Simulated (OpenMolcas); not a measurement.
# KI (Potassium Iodide) at CCSD(T)/def2-SVPD (core potential)

What is the energy change on altering one bond length of KI (Potassium Iodide) at CCSD(T)/def2-SVPD (core potential)? 

The calculation is run with OpenMolcas 26.06.

3 further runs of the same task are left out: 2 that didn't finish, 1 set aside as unsound or not needed.

**1. The structure to begin with**

KI has 2 atoms, charge 0, and is taken as a singlet. As SMILES, `[K][I]`. The bond length is the measured one.

Bond lengths: K1–I2 3.048 Å.

**2. The energy at CCSD(T)/def2-SVPD (core potential)**

job.input reads:

```
&GATEWAY
 BasLib
 $CurrDir
 Coord
 2
 angstrom
 K        0.000000       0.000000       0.000000
 I        0.000000       0.000000       3.047844
 Basis
 def2-SVPD
 Group
 NoSym

&SEWARD

&SCF
 PrOrbitals
 1 1

&RASSCF
 FileOrb
 $Project.ScfOrb
 Spin
 1
 Nactel
 0 0 0
 Inactive
 22
 Ras2
 0
 OutOrbitals
 Canonical
 OrbListing
 Nothing

&MOTRA
 JobIph
 Frozen
 9

&CCSDT
 CCT
 Triples
 2
 Iterations
 50
 Extrapolation
 5 4
```

The basis set def2-SVPD is read from a file made from the Basis Set Exchange's data (not shown).

Launch:

```
export MOLCAS_MEM=1860
pymolcas job.input > job.log
```

What it wrote (excerpt; [...] marks lines left out):

```text
--- Start Module: gateway ---
[...]
--- Stop Module: gateway /rc=_RC_ALL_IS_WELL_ ---
[...]
      Basis functions           62
[...]
       Convergence after  10 Iterations
[...]
::    Total SCF energy                               -895.8271062284
[...]
      Total spin, S                                     0.0000000000
[...]
      Number of active orbitals                  0
[...]
      Spin quantum number                      0.0
[...]
      Active orbitals                            0
[...]
      Number of CSFs                             1
[...]
      Number of root(s) required                 1
[...]
      Convergence after  4 iterations
[...]
      Natural orbitals and occupation numbers for root  1
      ************************************************************************************************************************
      *                                                    Final results                                                     *
      ************************************************************************************************************************
[...]
::    RASSCF root number  1 Total energy:   -895.82710623
[...]
      Total electronic charge=   44.000000
      Total            charge=   -0.000000
[...]
      Dipole Moment (debye):
      Origin of the operator (angstrom)=    0.0000    0.0000    2.3319
                   X= -1.8059E-15               Y= -3.9035E-16               Z= -1.1676E+01           Total=  1.1676E+01
      Quadrupole Moment (debye*angstrom):
[...]
--- Start Module: motra ---
[...]
      *** WARNING: Default frozen orbitals is overwritten by user input.
      *** Default values:   6
[...]
--- Stop Module: motra /rc=_RC_ALL_IS_WELL_ ---
--- Start Module: ccsdt ---
[...]
      Convergence after                    11  Iterations
      Total energy (diff) :    -896.01551657       0.00000001
[...]
 METHOD                       : CCSD+T(CCSD)+<T3(1)WT1> = CCSD(T)
[...]
       CCSD     =      -896.0155165695732
[...]
--- Stop Module: ccsdt /rc=_RC_ALL_IS_WELL_ ---
[...]
```

Wall time 13 s (1 thread of Arm Neoverse V1, shared host); peak memory 0.4 GiB.

**3. The distorted shape**

job.input reads:

```
&GATEWAY
 BasLib=$CurrDir
 Coord
 2
 angstrom
 K        0.000000       0.000000      -3.047856
 I        0.000000       0.000000       3.047844
 Basis=def2-SVPD
 Group=NoSym

&SEWARD

&SCF
 PrOrbitals=1 1

&RASSCF
 FileOrb=$Project.ScfOrb
 Spin=1
 Nactel=0 0 0
 Inactive=22
 Ras2=0
 OutOrbitals=Canonical
 OrbListing=Nothing

&MOTRA
 JobIph
 Frozen=9

&CCSDT
 CCT
 Triples=2
 Iterations=50
 Extrapolation=5 4
```

The basis set def2-SVPD is read from a file made from the Basis Set Exchange's data (not shown).

Launch:

```
export MOLCAS_MEM=1860
pymolcas job.input > job.log
```

What it wrote (excerpt; [...] marks lines left out):

```text
--- Start Module: gateway ---
[...]
--- Stop Module: gateway /rc=_RC_ALL_IS_WELL_ ---
[...]
      Basis functions           62
[...]
       Convergence after  10 Iterations
[...]
::    Total SCF energy                               -895.7588730162
[...]
      Total spin, S                                     0.0000000000
[...]
      Number of active orbitals                  0
[...]
      Spin quantum number                      0.0
[...]
      Active orbitals                            0
[...]
      Number of CSFs                             1
[...]
      Number of root(s) required                 1
[...]
      Convergence after  4 iterations
[...]
      Natural orbitals and occupation numbers for root  1
      ************************************************************************************************************************
      *                                                    Final results                                                     *
      ************************************************************************************************************************
[...]
::    RASSCF root number  1 Total energy:   -895.75887302
[...]
      Total electronic charge=   44.000000
      Total            charge=   -0.000000
[...]
      Dipole Moment (debye):
      Origin of the operator (angstrom)=    0.0000    0.0000    1.6159
                   X=  6.0357E-15               Y= -4.5241E-15               Z= -2.7837E+01           Total=  2.7837E+01
      Quadrupole Moment (debye*angstrom):
[...]
--- Start Module: motra ---
[...]
      *** WARNING: Default frozen orbitals is overwritten by user input.
      *** Default values:   6
[...]
--- Stop Module: motra /rc=_RC_ALL_IS_WELL_ ---
--- Start Module: ccsdt ---
[...]
      Convergence after                    17  Iterations
      Total energy (diff) :    -895.94483166       0.00000006
[...]
 METHOD                       : CCSD+T(CCSD)+<T3(1)WT1> = CCSD(T)
[...]
       CCSD     =      -895.9448316593832
[...]
--- Stop Module: ccsdt /rc=_RC_ALL_IS_WELL_ ---
[...]
```

It took 15 s on 1 thread of Arm Neoverse V1, shared host; peak memory 0.4 GiB.

**4. Results**

At CCSD(T)/def2-SVPD (core potential), 9 core orbitals frozen:

| quantity | value |
| --- | --- |
| first shape: total energy | -896.01901 Eh |
| first shape: dipole moment (mean-field density) | 11.68 D |
| first shape: HOMO energy (Hartree–Fock orbitals) | -7.79 eV |
| first shape: LUMO energy (Hartree–Fock orbitals) | -0.47 eV |
| first shape: HOMO–LUMO gap (Hartree–Fock orbitals) | 7.32 eV |
| first shape: correlation energy (9 core orbitals frozen) | -191.9 mEh |
| first shape: (T) correction | -3.49 mEh |
| distorted shape: total energy | -895.94843 Eh |
| distorted shape: dipole moment (mean-field density) | 27.84 D |
| distorted shape: HOMO energy (Hartree–Fock orbitals) | -5.85 eV |
| distorted shape: LUMO energy (Hartree–Fock orbitals) | -1.75 eV |
| distorted shape: HOMO–LUMO gap (Hartree–Fock orbitals) | 4.09 eV |
| distorted shape: correlation energy (9 core orbitals frozen) | -189.6 mEh |
| distorted shape: (T) correction | -3.60 mEh |
| energy change with the K1–I2 bond stretched from 3.048 to 6.096 Å | 1.921 eV |

In words: With the K1–I2 bond stretched from 3.048 to 6.096 Å the energy rises by 1.92 eV (44 kcal/mol). The first shape isn't relaxed at this level, so the change isn't measured from a minimum. The triples (first shape) make up 1.8 % of the correlation energy. The triples (distorted shape) make up 1.9 % of the correlation energy.
